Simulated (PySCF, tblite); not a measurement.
# C5H14BNS: geometry, infrared bands and NMR shifts

What infrared bands and NMR shifts should C5H14BNS (`C[B@@H-]1N[C@@H](C)C[S@@+]1C`) show?

Computed with tblite 0.8.0 and PySCF 2.14.0, with density-fitted response routines of our own, on a single molecule in the gas phase. Atoms are numbered from 0 throughout.

## (1) Starting geometry

22 atoms, charge 0, multiplicity 1; geometry from: force field or distance geometry start.

Bonds of the start (Å): C0–B1 1.61, B1–N2 1.54, N2–C3 1.49, C3–C4 1.54, C3–C5 1.52, C5–S6 1.77, S6–C7 1.78, S6–B1 1.83, C0–H8 1.11, C0–H9 1.11, C0–H10 1.10, B1–H11 1.20, N2–H12 1.06, C3–H13 1.12, C4–H14 1.11, C4–H15 1.11, C4–H16 1.11, C5–H17 1.11, C5–H18 1.12, C7–H19 1.11, C7–H20 1.11, C7–H21 1.11.

## (2) Optimising the geometry with GFN2-xTB

Job settings and geometry (Å):

```
{"job": {"kind": "relax", "xc": "GFN2-xTB", "basis": "xTB"}, "charge": 0, "multiplicity": 1}
C      2.204300    -1.376300    -0.405300
B      1.207400    -0.337800     0.317800
N     -0.081500    -1.060400     0.749300
C     -1.107400    -0.798100    -0.299800
C     -2.514600    -1.118300     0.236700
C     -1.003200     0.638500    -0.797000
S      0.727700     1.008600    -0.831800
C      1.047700     2.603000    -0.096700
H      2.448700    -2.208500     0.288200
H      1.707100    -1.789600    -1.308600
H      3.129800    -0.856200    -0.696700
H      1.755600     0.115100     1.285100
H     -0.408400    -0.608700     1.650100
H     -0.904900    -1.491200    -1.150200
H     -2.776800    -0.445600     1.084600
H     -2.566900    -2.172000     0.580100
H     -3.258500    -0.966000    -0.577200
H     -1.435000     0.736100    -1.810700
H     -1.505900     1.343300    -0.090600
H      2.141500     2.756800    -0.009300
H      0.601700     3.396200    -0.739700
H      0.581000     2.650700     0.909400
```

Run with:

```sh
OMP_NUM_THREADS=1 python probes_run.py task.json out
```

This one command runs all jobs of the session in turn.

**Question.** This job is followed by: GFN2-xTB harmonic vibrations, gas phase; GIAO PBE0/pcSseg-1 NMR shielding, non-relativistic, gas phase. What will the session give for the following? strongest single infrared mode (GFN2-xTB); zero-point energy (GFN2-xTB); ¹³C shifts against TMS (PBE0/pcSseg-1); ¹H shifts against TMS (PBE0/pcSseg-1); ¹¹B shifts against BF3·OEt2 (PBE0/pcSseg-1); ¹⁵N shifts against NH3 (PBE0/pcSseg-1); ³³S shifts against CS2 (PBE0/pcSseg-1).

As calculated:

| quantity | value |
| --- | --- |
| strongest single infrared mode (GFN2-xTB) | 1465 cm⁻¹, 210 km/mol |
| zero-point energy (GFN2-xTB) | 117.3 kcal/mol |
| ¹³C shifts against TMS (PBE0/pcSseg-1) | 59.7, 47.8, 28.6, 23.2, 2.0 ppm |
| ¹H shifts against TMS (PBE0/pcSseg-1) | 5.03, 4.15, 3.91, 3.31, 2.42, 2.05, 2.05, 1.72, 1.18, 1.17, 1.04, 0.59, 0.57, 0.41 ppm |
| ¹¹B shifts against BF3·OEt2 (PBE0/pcSseg-1) | 40.6 ppm |
| ¹⁵N shifts against NH3 (PBE0/pcSseg-1) | 164.8 ppm |
| ³³S shifts against CS2 (PBE0/pcSseg-1) | -21 ppm |

In words: The optimisation took 160 steps and gained 1.377 eV; among the close pairs (by a distance rule), B1–S6 changed most, from 1.834 to 4.040 Å. The lowest mode is imaginary (67i cm⁻¹), so the xTB geometry is not a minimum. The strongest single mode, at 1465 cm⁻¹, is carried by N2, B1, H12. Unscaled tight-binding wavenumbers are off by several per cent, some by more. Its intensities can rank the bands wrongly. The structure rearranged or came apart on optimisation; the results belong to the end geometry, not to the formula as drawn. Shifts at one fixed geometry are not the observed spectrum, which averages over the motion. At PBE0/pcSseg-1: Shielding is most anisotropic at S6 (span 334 ppm, paramagnetic term -532 ppm).
